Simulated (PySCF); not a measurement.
# A diatomic session: HBr+

One table from this session's results is given with a row withheld; the runs are named, their logs left out.

Program: PySCF 2.14.0. Level of theory: H cc-pVTZ, Br cc-pVTZ-PP with ECP10, scalar-relativistic core potentials. These are calculated values, not measurements.

Set-up of the first run:

The job is set up so:

```
atoms                         : H, Br
charge                        : 1
basis                         : H cc-pVTZ, Br cc-pVTZ-PP with ECP10
Hamiltonian                   : scalar-relativistic core potentials
basis functions               : 53
electrons treated             : 25
masses in u                   : 1.0078, 78.9183
levels                        : PBE0, PBE, r²SCAN, revPBE, TPSSh, BP86, LC-ωPBE, HF, MP2, SCS-MP2, CCSD, CCSD(T)
grid                          : 80 radial by 434 angular points
occupations                   : held fixed by the projection of orbital angular momentum
dissociation limit            : H + Br+, each in its ground configuration
starting distance in angstrom : 1.535
values of 2S to try           : 1, 3
```

Command:

```
$ OMP_NUM_THREADS=1 python dia.py task.json out
```

Among the steps run: Input; PBE0 along the bond; Higher solutions at PBE0; PBE (GGA); r²SCAN; revPBE (GGA); TPSSh (hybrid meta-GGA); BP86; LC-ωPBE; UHF (mean field); Correlated methods on the Hartree–Fock reference.

One table of the session follows, with a row left open; its other results are not shown here.

Energy (eV) from each level's lowest point:

| R (Å) | UHF | UHF-MP2 | UHF-SCS-MP2 | UHF-CCSD | UHF-CCSD(T) |
| --- | --- | --- | --- | --- | --- |
| 1.253 | 0.556 | 0.549 | 0.557 | n/a | n/a |
| 1.311 | 0.229 | 0.226 | 0.231 | 0.241 | 0.247 |
| 1.370 | 0.055 | 0.054 | 0.057 | 0.064 | 0.068 |
| 1.413 | 0.001 | 0.002 | 0.003 | 0.007 | 0.009 |
| 1.457 | 0.000 | 0.000 | 0.000 | 0.000 | 0.000 |
| 1.501 | 0.041 | 0.039 | 0.037 | 0.034 | 0.031 |
| 1.559 | ? | ? | ? | ? | ? |
| 1.632 | 0.336 | 0.322 | 0.316 | 0.299 | 0.289 |
| 1.719 | 0.619 | 0.595 | 0.589 | 0.557 | 0.541 |
| 1.836 | 1.038 | 1.033 | 1.031 | n/a | n/a |

Q: Estimate the row for R (Å) = 1.559 from the others.

Worked estimate for «UHF». A straight line through the neighbours (1.501, 0.041) and (1.632, 0.336) gives 0.041 + (0.336 − 0.041) × (1.559 − 1.501) / (1.632 − 1.501) = 0.172; a parabola fitted to 4 rows on both sides gives 0.151.

**Answer.** UHF: 0.145; UHF-MP2: 0.140; UHF-SCS-MP2: 0.136; UHF-CCSD: 0.127; UHF-CCSD(T): 0.121. In «UHF» the line misses by +0.027 and the parabola by +0.006.

Caveats from the session: Lowest PBE0 solution found, without spin–orbit coupling: ²Π (doublet), unpaired electrons π ↑. Warnings in the runs' records: inverted.
